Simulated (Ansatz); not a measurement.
Wanted: the native input for an Ansatz 0.2.0 run.

```
Task                              : single point
Functional                        : PBE
Potentials or basis               : Ansatz PAW
Cutoff                            : 420 eV (not typed: the program's choice for these potentials)
k mesh                            : 4 × 4 × 1
Occupations                       : fermi-dirac, width 0.05 eV
Spin                              : no spin polarisation
Boundary along the surface normal : dipole_correction
Miller                            : [0, 0, 1]
Adsorbate                         : NO2
Bulk formula                      : SnSe2
```

Sn4Se8NO2, a slab with vacuum:

```
Se Sn N O
1.0
     7.62200    0.00000    0.00000
    -3.81100    6.60084    0.00000
     0.00000    0.00000   21.53850
Se Sn N O
8 4 1 2
Cartesian
  1.9055 1.1001 8.0000
  0.0000 4.4006 8.0000
  5.7165 1.1001 8.0000
  3.8110 4.4006 8.0000
  0.0000 2.2003 11.0685
  -1.9055 5.5007 11.0685
  3.8110 2.2003 11.0685
  1.9055 5.5007 11.0685
  0.0000 0.0000 9.5342
  -1.9055 3.3004 9.5342
  3.8110 0.0000 9.5342
  1.9055 3.3004 9.5342
  1.9055 5.5007 13.5885
  1.8813 4.4010 14.0585
  1.9297 6.6004 14.0585
```

The cell isn't the ideal one: NO2 (donor) over a top site of the (0 0 1) slab of SnSe2, cut from the database cell, not relaxed.

These files were run (other wordings do the same):

input.yaml

```yaml
crystal:
  lattice:
    - [7.6219975631, 0.0, 0.0]
    - [-3.8109987816, 6.6008435173, 0.0]
    - [0.0, 0.0, 21.5385]
  atoms:
    - { symbol: Se, position: [0.3333333334, 0.1666666667, 0.3714279082] }
    - { symbol: Se, position: [0.3333333333, 0.6666666667, 0.3714279082] }
    - { symbol: Se, position: [0.8333333334, 0.1666666667, 0.3714279082] }
    - { symbol: Se, position: [0.8333333333, 0.6666666667, 0.3714279082] }
    - { symbol: Sn, position: [0.0, 0.0, 0.4426608167] }
    - { symbol: Sn, position: [0.0, 0.5, 0.4426608167] }
    - { symbol: Sn, position: [0.5, 0.0, 0.4426608167] }
    - { symbol: Sn, position: [0.5, 0.5, 0.4426608167] }
    - { symbol: Se, position: [0.1666666666, 0.3333333333, 0.5138937252] }
    - { symbol: Se, position: [0.1666666666, 0.8333333333, 0.5138937252] }
    - { symbol: Se, position: [0.6666666666, 0.3333333333, 0.5138937252] }
    - { symbol: Se, position: [0.6666666666, 0.8333333333, 0.5138937252] }
    - { symbol: "N", position: [0.6666666666, 0.8333333333, 0.6308935163] }
    - { symbol: O, position: [0.5801961871, 0.6667372522, 0.6527149059] }
    - { symbol: O, position: [0.7531371462, 0.9999294144, 0.6527149059] }
hamiltonian:
  xc: pbe
  pseudopotentials: { kind: paw }
kpoints:
  mp_grid: { grid: [4, 4, 1] }
scf:
  occupations: { method: fermi_dirac, width: 0.05 }
output:
  forces: true
  eigenvalues: true
efield:
  axis: 3
  dipole_correction: true
  ramp_width: 0.04
```

Potentials or basis: Ansatz PAW.

Run with:

```bash
$ ansatz run input.yaml --threads 4 --pin off --max-ram 11264MiB --backend cpu --events-out ev --progress --plain --runs-dir out
```

Results of the run:

* Largest force: 0.854 eV/Å
* Band gap on the k mesh: none (metal or under the smearing width)
* Work function of the upper face: 5.56 eV
* Work function of the lower face: 5.17 eV
* Dipole across the slab: -0.108 e·Å

Caveat: the cell's inner coordinates are idealised or old, which leaves forces on the atoms; an odd number of electrons without spin polarisation forces a metal; a magnetic or distorted state may lie lower.

It took 34 s on 4 threads of Arm Neoverse V2 (shared host), peak memory 3 GiB.
